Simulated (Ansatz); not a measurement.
The system is Ge3Pd.

```
CELL_PARAMETERS angstrom
4.14202 0.00000 0.00000
0.00000 4.14202 0.00000
0.00000 0.00000 4.14202
ATOMIC_POSITIONS crystal
Pd 0.00000 0.00000 0.00000
Ge 0.50000 0.50000 0.00000
Ge 0.50000 0.00000 0.50000
Ge 0.00000 0.50000 0.50000
```

The cell comes from a database or a generator and needn't be the stable form of this composition.

Base run:

| Property | Result |
| --- | --- |
| Program | Ansatz 0.2.0 |
| Functional | PBEsol |
| Potentials or basis | Ansatz PAW |
| Cutoff | 420 eV |
| Density cutoff | 1680 eV |
| k mesh | 7 × 7 × 7 |
| Occupations | fermi-dirac, width 0.05 eV |
| Spin | no spin polarisation |

Its results: band gap on the k mesh none (metal or under the smearing width); pressure -4.7 GPa.

**Question.** After a change of settings the same cell gave: band gap on the k mesh none (metal or under the smearing width); pressure -2.8 GPa. Which change was it?
A. functional from PBEsol to PBE
B. functional from PBEsol to r2SCAN; cutoff from 420 eV to 500 eV; density cutoff from 1680 eV to 2000 eV
C. spin from no spin polarisation to spin-orbit coupling, no magnetisation; potential files from those of the base run to others of the same set
D. functional from PBEsol to LDA

**Answer.** B.

Caveats: the PAW data sets come from PBE, with cores solved anew for the run's functional, which leaves a small shift of forces and pressure.

Not every run made on this cell is shown here.
